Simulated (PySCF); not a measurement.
# C12H11P: NMR shifts

Wanted: NMR shifts for C12H11P (`c1ccc(Pc2ccccc2)cc1`).

Computed with PySCF 2.14.0 and routines of our own; the level stands in each step. Atoms count from 0.

## Step 1: The system as given

24 atoms, charge 0, multiplicity 1; geometry from: GFN2-xTB.

## Step 2: NMR shifts: GIAO KT3/pcSseg-1

The job: settings as JSON, then the geometry in Å.

```
{"job": {"kind": "nmr", "xc": "KT3", "basis": "pcSseg-1", "pop": false}, "charge": 0, "multiplicity": 1}
C     -3.523762    -0.057373    -1.001181
C     -2.627559     0.981307    -1.197493
C     -1.565167     1.153188    -0.330529
C     -1.381213     0.279207     0.736563
P     -0.006713     0.580702     1.909531
C      1.386785     0.214078     0.772907
C      1.681227    -1.085704     0.377188
C      2.749526    -1.330037    -0.464830
C      3.530215    -0.279728    -0.921065
C      3.238949     1.017599    -0.534734
C      2.172245     1.263510     0.311471
C     -2.286713    -0.756851     0.930839
C     -3.351491    -0.924558     0.064251
H     -4.355486    -0.189712    -1.677858
H     -2.763342     1.662340    -2.025673
H     -0.867783     1.966805    -0.479695
H     -0.050990    -0.704114     2.465209
H      1.072503    -1.905877     0.732837
H      2.980257    -2.343616    -0.760751
H      4.369920    -0.474112    -1.572771
H      3.851572     1.837010    -0.882864
H      1.948611     2.273518     0.626985
H     -2.158799    -1.431516     1.766500
H     -4.049836    -1.734207     0.222545
```

With the program's defaults for keys left out, this is: GIAO KT3/pcSseg-1 NMR shielding, non-relativistic, gas phase.

The run is started by

```bash
$ OMP_NUM_THREADS=1 python large_run.py task.json out
```

The driver reads the jobs from task.json and runs them one after another.

The program printed:

```text
start: PBE on a coarse grid of 20528 points
cycle   1  E = -804.1735627421  dE =  1.871e+00  |g| = 6.875e-01  |ddm| = 5.184e+00
cycle   2  E = -804.0084653187  dE =  1.651e-01  |g| = 1.047e+00  |ddm| = 2.005e+00
cycle   3  E = -804.3062104747  dE = -2.977e-01  |g| = 1.086e-01  |ddm| = 1.406e+00
cycle   4  E = -804.3087013179  dE = -2.491e-03  |g| = 6.063e-02  |ddm| = 2.384e-01
cycle   5  E = -804.3094618504  dE = -7.605e-04  |g| = 2.808e-02  |ddm| = 8.766e-02
cycle   6  E = -804.3096929634  dE = -2.311e-04  |g| = 7.101e-03  |ddm| = 4.437e-02
final grid: 187701 points
cycle   7  E = -815.4565360905  dE = -3.392e-02  |g| = 1.260e-01  |ddm| = 9.492e-01
cycle   8  E = -815.4557600004  dE =  7.761e-04  |g| = 9.126e-02  |ddm| = 2.052e-01
cycle   9  E = -815.4554547025  dE =  3.053e-04  |g| = 8.255e-02  |ddm| = 2.080e-01
cycle  10  E = -815.4575943153  dE = -2.140e-03  |g| = 9.474e-03  |ddm| = 1.032e-01
cycle  11  E = -815.4576240462  dE = -2.973e-05  |g| = 1.771e-03  |ddm| = 1.552e-02
cycle  12  E = -815.4576224677  dE =  1.578e-06  |g| = 6.604e-04  |ddm| = 3.137e-03
cycle  13  E = -815.4576235711  dE = -1.103e-06  |g| = 3.989e-04  |ddm| = 1.154e-03
cycle  14  E = -815.4576223121  dE =  1.259e-06  |g| = 5.915e-05  |ddm| = 4.966e-04
converged SCF energy = -815.4576223121

GIAO shielding tensors (ppm)
atom      isotropic    diamagn.    paramagn.     s11        s22        s33       span
  0 C       64.495     251.878    -187.383    -33.906     53.394    173.997    207.903
  1 C       62.763     252.313    -189.551    -37.816     54.119    171.985    209.801
  2 C       58.824     252.020    -193.196    -41.784     47.820    170.437    212.220
  3 C       49.454     265.604    -216.151    -30.547      9.875    169.033    199.580
  4 P      370.450     971.665    -601.215    349.345    364.514    397.492     48.147
  5 C       52.521     264.409    -211.887    -30.301     14.665    173.200    203.501
  6 C       53.755     252.057    -198.301    -40.185     48.472    152.979    193.165
  7 C       62.456     252.690    -190.234    -36.945     53.913    170.401    207.346
  8 C       62.691     251.812    -189.121    -37.759     51.008    174.824    212.583
  9 C       62.786     251.945    -189.159    -36.909     53.989    171.278    208.187
 10 C       56.799     249.410    -192.610    -44.983     54.730    160.651    205.633
 11 C       60.741     250.233    -189.492    -34.204     62.396    154.031    188.235
 12 C       62.954     251.780    -188.826    -35.877     54.397    170.342    206.219
 13 H       24.699      29.219      -4.520     21.474     25.893     26.730      5.256
 14 H       24.620      31.471      -6.851     21.156     25.018     27.687      6.531
 15 H       24.511      35.175     -10.663     19.993     22.909     30.632     10.639
 16 H       26.854      32.905      -6.050     23.350     26.336     30.877      7.527
 17 H       24.133      35.735     -11.602     19.834     22.840     29.724      9.890
 18 H       24.563      31.410      -6.847     21.030     25.094     27.564      6.534
 19 H       24.516      29.112      -4.596     21.260     25.569     26.718      5.457
 20 H       24.400      29.769      -5.369     21.101     25.041     27.060      5.959
 21 H       24.030      33.236      -9.206     20.634     22.759     28.697      8.064
 22 H       24.281      33.993      -9.712     20.601     23.288     28.954      8.353
 23 H       24.570      29.741      -5.171     21.299     25.248     27.163      5.864
```

Wall time 22 s (1 thread of AMD EPYC 7R43, shared host); peak memory 0.51 GiB.

The references, computed at this level on geometries of the same kind, shield at (ppm): ¹H TMS 31.76, ¹³C TMS 184.7, ³¹P PH3 612.2. Their shielding less the atom's gives the shift. The references are single molecules in the gas phase, so shifts against H2O, NH3, PH3, H3PO4 or CFCl3 are not on the usual liquid scales and can be off by tens of ppm. Atoms listed in one row are averaged.

```csv
atoms,environment,σ (ppm),δ (ppm)
"C3, C5",substituted aromatic carbon,51.0,133.7
"C2, C6, C10, C11",aromatic CH,57.5,127.2
"C1, C7, C9, C12",aromatic CH,62.7,122.0
"C0, C8",aromatic CH,63.6,121.1
"H15, H17, H21, H22",hydrogen on an aromatic CH,24.24,7.52
"H14, H18, H20, H23",hydrogen on an aromatic CH,24.54,7.22
"H13, H19",hydrogen on an aromatic CH,24.61,7.15
H16,hydrogen on a phosphorus bonded to 2 C,26.85,4.91
P4,"phosphorus bonded to 2 C, H",370.5,241.7
```

Ring of atoms C0, C1, C2, C3, C11, C12: NICS(0) -8.2, NICS(1) -10.6, NICS(1)zz -26.5 ppm (means of both faces).

## Step 3: Outcome

| quantity | value |
| --- | --- |
| ¹³C shifts against TMS (KT3/pcSseg-1, means over atoms taken as alike) | 133.7, 127.2, 122.0, 121.1 ppm |
| ¹H shifts against TMS (KT3/pcSseg-1, means over atoms taken as alike) | 7.52, 7.22, 7.15, 4.91 ppm |
| ³¹P shifts against PH3 (KT3/pcSseg-1) | 241.7 ppm |

What this shows: NICS(1)zz of -27 ppm above the planar ring from C0 marks a diatropic (aromatic) ring current.
